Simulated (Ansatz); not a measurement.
Ta3AsAu2O13:

```xyz
19
Lattice="6.4303 -1.9433 -0.0048 6.4303 1.9433 -0.0048 -2.5478 0.0000 10.6862" Properties=species:S:1:pos:R:3 pbc="T T T"
Ta    4.5247    0.0000    3.7670
Ta    6.0597    0.0000    7.2197
Ta    1.7990    0.0000   10.5616
As    7.9903    0.0000    0.0311
Au    8.3231    0.0000    3.7097
Au    2.3136    0.0000    6.7574
O     8.6038    0.0000    1.6474
O     6.3527    0.0000    3.6998
O     2.3873    0.0000    4.7518
O     2.1597    0.0000    8.7356
O     4.8024    0.0000    5.8862
O     8.0919    0.0000    6.6978
O     4.1996    0.0000    1.9509
O    10.3810    0.0000    3.9020
O     5.2563    0.0000    8.9247
O    -0.2078    0.0000    7.1659
O     6.2651    0.0000    0.3242
O    -0.3802    0.0000   10.5475
O     7.7751    0.0000   10.4897
```

The cell was built by a generator and needn't be a form met in nature.

Base run:

```yaml
Program: Ansatz 0.2.0
Functional: PBE
Potentials_or_basis: Ansatz PAW
Cutoff: "420 eV (not typed: the program's choice for these potentials)"
k_mesh: 7 × 7 × 3
Occupations: fermi-dirac, width 0.05 eV
Spin: no spin polarisation
Hubbard_terms: Au d U = 6 eV, Ta d U = 6 eV
```

Its results: band gap on the k mesh 0.20 eV, indirect (least direct gap 0.30 eV); pressure 2.3 GPa; largest force 0.690 eV/Å.

The run is repeated on the same cell with these changes: hubbard terms from Au d U = 6 eV, Ta d U = 6 eV to Au d U = 4 eV, Ta d U = 4 eV. What comes out?

Band gap on the k mesh 0.20 eV, indirect (least direct gap 0.22 eV); pressure 1.4 GPa; largest force 0.506 eV/Å.

Caveats: odd divisions of the mesh miss points on the zone boundary, where band edges often lie, so the gap on the mesh can be too wide; spin-orbit coupling is left out, which moves the levels of the heavy elements; the density of states is complete only up to the lowest level of the last band computed.

A k mesh can miss the band edges.
